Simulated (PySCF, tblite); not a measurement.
**C5H8BBr: geometry, infrared bands and NMR shifts**

Aim: predict the infrared bands and NMR shifts of C5H8BBr (`Br[C@@H]1C=CBCC1`).

The runs use tblite 0.8.0 and PySCF 2.14.0, with density-fitted response routines of our own; the level of theory stands in each step. All values are computed, except where a source is named. Atoms count from 0, in the outputs and in this text.

## Step 1: Starting geometry

15 atoms, charge 0, multiplicity 1; geometry from: force field or distance geometry start.

Bonds of the start (Å): Br0–C1 1.95, C1–C2 1.49, C2–C3 1.35, C3–B4 1.56, B4–C5 1.59, C5–C6 1.52, C6–C1 1.50, C1–H7 1.11, C2–H8 1.07, C3–H9 1.06, B4–H10 1.18, C5–H11 1.10, C5–H12 1.12, C6–H13 1.12, C6–H14 1.11.

## Step 2: Geometry optimisation with GFN2-xTB

What the job is given:

```
{"job": {"kind": "relax", "xc": "GFN2-xTB", "basis": "xTB"}, "charge": 0, "multiplicity": 1}
Br    -0.369400    -1.117100     2.075500
C     -0.053600    -1.304100     0.158300
C      1.321200    -0.775300    -0.075000
C      1.543900     0.557100    -0.141700
B      0.345800     1.527400     0.076300
C     -1.103800     0.885600     0.102600
C     -1.003900    -0.447700    -0.627400
H     -0.060400    -2.375400    -0.120800
H      2.125700    -1.472300    -0.213200
H      2.531700     0.899800    -0.307900
H      0.564900     2.586000     0.541500
H     -1.886900     1.529100    -0.318000
H     -1.358400     0.653800     1.166000
H     -2.020500    -0.909800    -0.712400
H     -0.580400    -0.229000    -1.626000
```

On the command line:

```
$ OMP_NUM_THREADS=1 python probes_run.py task.json out
```

The driver reads the jobs from task.json and runs them one after another.

**Question.** This job is followed by: GFN2-xTB harmonic vibrations, gas phase; GIAO PBE0/pcSseg-1 NMR shielding, non-relativistic, gas phase. Predict these results of the whole session: strongest single infrared mode (GFN2-xTB); zero-point energy (GFN2-xTB); ¹³C shifts against TMS (PBE0/pcSseg-1); ¹H shifts against TMS (PBE0/pcSseg-1); ⁷⁹Br shifts against HBr (PBE0/pcSseg-1); ¹¹B shifts against BF3·OEt2 (PBE0/pcSseg-1).

The runs gave:

```
                                   quantity                                               value
  strongest single infrared mode (GFN2-xTB)                               2649 cm⁻¹, 150 km/mol
               zero-point energy (GFN2-xTB)                                       73.4 kcal/mol
     ¹³C shifts against TMS (PBE0/pcSseg-1)                  168.4, 141.5, 63.9, 35.0, 24.3 ppm
      ¹H shifts against TMS (PBE0/pcSseg-1)  7.77, 7.23, 7.10, 4.97, 2.33, 2.08, 1.98, 1.91 ppm
    ⁷⁹Br shifts against HBr (PBE0/pcSseg-1)                                             525 ppm
¹¹B shifts against BF3·OEt2 (PBE0/pcSseg-1)                                            70.8 ppm
```

What this shows: Over 65 steps the energy fell by 0.590 eV; of the close pairs, Br0–C1 changed most, 1.952 to 2.006 Å. All 39 modes are real, so the xTB geometry is a minimum. The strongest single mode, at 2649 cm⁻¹, moves mainly H10. Unscaled tight-binding wavenumbers are off by several per cent, some by more. Its intensities can rank the bands wrongly. C1 stands next to heavy halogen, whose spin-orbit shielding this run leaves out, so the computed shift lies too far downfield, most of all for carbon beside Br or I. At PBE0/pcSseg-1: The widest tensor belongs to Br0: span 1696 ppm, with a paramagnetic part of -1026 ppm. Spin-orbit coupling is left out, which matters for shieldings and couplings at and beside the heavy atoms.
